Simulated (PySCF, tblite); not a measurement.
# C4H8GeOS: geometry, infrared bands and NMR shifts

What infrared bands and NMR shifts should C4H8GeOS (`C=C1C[O][Ge@@H]([SH])[CH2]1`) show?

The runs use tblite 0.8.0 and PySCF 2.14.0, with density-fitted response routines of our own; the level of theory stands in each step. All values are computed, except where a source is named. Atoms are numbered from 0 throughout.

### Step 1. The starting structure

15 atoms, charge 0, multiplicity 1; geometry from: force field or distance geometry start.

Bonds of the start (Å): C0–C1 1.32, C1–C2 1.50, C2–O3 1.38, O3–Ge4 1.80, Ge4–S5 2.18, Ge4–C6 1.98, C6–C1 1.51, C0–H7 1.08, C0–H8 1.10, C2–H9 1.13, C2–H10 1.10, Ge4–H11 1.54, S5–H12 1.38, C6–H13 1.10, C6–H14 1.07.

### Step 2. Geometry optimisation with GFN2-xTB

The job: settings as JSON, then the geometry in Å.

```
{"job": {"kind": "relax", "xc": "GFN2-xTB", "basis": "xTB"}, "charge": 0, "multiplicity": 1}
C     -1.811800    -0.948400    -0.665000
C     -0.903900    -0.039400    -0.348100
C     -0.867500     0.855500     0.858100
O      0.143200     0.398600     1.682600
Ge     1.509500     0.412500     0.514600
S      2.893600    -1.257200     0.707600
C      0.365000     0.304700    -1.093200
H     -1.758900    -1.561600    -1.547900
H     -2.657400    -1.038200     0.027000
H     -0.538600     1.856900     0.463000
H     -1.852300     0.917800     1.335300
H      2.184800     1.792000     0.581600
H      2.341600    -2.520900     0.767100
H      0.279800     1.305300    -1.530700
H      0.668300    -0.469700    -1.773900
```

Command:

```bash
$ OMP_NUM_THREADS=1 python probes_run.py task.json out
```

The driver reads the jobs from task.json and runs them one after another.

**Question.** This job is followed by: GFN2-xTB harmonic vibrations, gas phase; GIAO PBE0/pcSseg-1 NMR shielding, non-relativistic, gas phase. What will the session give for the following? strongest single infrared mode (GFN2-xTB); zero-point energy (GFN2-xTB); 13C shifts against TMS (PBE0/pcSseg-1); 1H shifts against TMS (PBE0/pcSseg-1); 17O shifts against H2O (PBE0/pcSseg-1); 73Ge shifts against GeMe4 (PBE0/pcSseg-1); 33S shifts against CS2 (PBE0/pcSseg-1).

**Answer**, as computed:

| quantity | value |
| --- | --- |
| strongest single infrared mode (GFN2-xTB) | 1804 cm⁻¹, 423 km/mol |
| zero-point energy (GFN2-xTB) | 65.6 kcal/mol |
| 13C shifts against TMS (PBE0/pcSseg-1) | 155.7, 115.2, 76.2, 30.3 ppm |
| 1H shifts against TMS (PBE0/pcSseg-1) | 6.34, 5.37, 5.31, 4.62, 4.38, 2.25, 2.11, 0.61 ppm |
| 17O shifts against H2O (PBE0/pcSseg-1) | 68.6 ppm |
| 73Ge shifts against GeMe4 (PBE0/pcSseg-1) | 115 ppm |
| 33S shifts against CS2 (PBE0/pcSseg-1) | -201 ppm |

**Reading.** Over 85 steps the energy fell by 0.868 eV; of the close pairs, S5–H12 changed most, 1.380 to 1.325 Å. All 39 modes are real, so the xTB geometry is a minimum. The strongest single mode, at 1804 cm⁻¹, moves mainly H11. GFN2-xTB is a fitted tight-binding method: band positions and strengths are rough. Its intensities can rank the bands wrongly. C1 (fully substituted alkene carbon) lies farthest downfield among carbon, at 155.7 ppm; the olefinic region. At PBE0/pcSseg-1: The widest tensor belongs to S5: span 264 ppm, with a paramagnetic part of -352 ppm. Spin-orbit coupling is left out, which matters for shieldings and couplings at and beside the heavy atoms.
